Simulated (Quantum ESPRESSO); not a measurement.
Runs of Quantum ESPRESSO 7.5 on RuS. The structure is cubic, space group Pm-3m (No. 221). The conventional cell has a = 3.032 Å, b = 3.032 Å, c = 3.032 Å, α = 90.00°, β = 90.00°, γ = 90.00°. Ru (site symmetry m-3m) has 8 S at 2.63 Å as nearest neighbours. S (site symmetry m-3m) is surrounded by 8 Ru at 2.63 Å. The cell comes from a database or a generator and needn't be the stable form of this composition.

```tsv
spin	U	magnetic state asked for	gap on the mesh (eV)	pressure (GPa)	moment (μB)
collinear, ferromagnetic start	Ru d U = 6 eV	free	none	18.0	2.00
collinear, ferromagnetic start	Ru d U = 7 eV	free	none	21.3	2.00
collinear, ferromagnetic start	Ru d U = 5 eV	free	none	(b)	1.04
off	Ru d U = 6 eV	nm	none	-21.3	-
collinear, ferromagnetic start	Ru d U = 1 eV	free	none	(a)	1.04
```

Alike in all rows: task single point; level LDA+U; potentials or basis GBRV 1.5 LDA; cell as given; k mesh 3 × 3 × 3; cutoff (eV) 612; smearing gaussian 0.05 eV; the mesh is coarse, so values aren't converged.

Task: Estimate the missing entries.

Result: (a) -19.1; (b) -6.7.

Caveats: all runs use coarse meshes; U without spin polarisation on a metal has little footing (some runs); the moment fell far below its start of 4 μB, so a state of higher moment may lie lower in energy (some runs).

A k mesh can miss the band edges, and the runs leave out spin-orbit coupling on Ru.

A gap of «none» marks a metal or a gap under the smearing width.
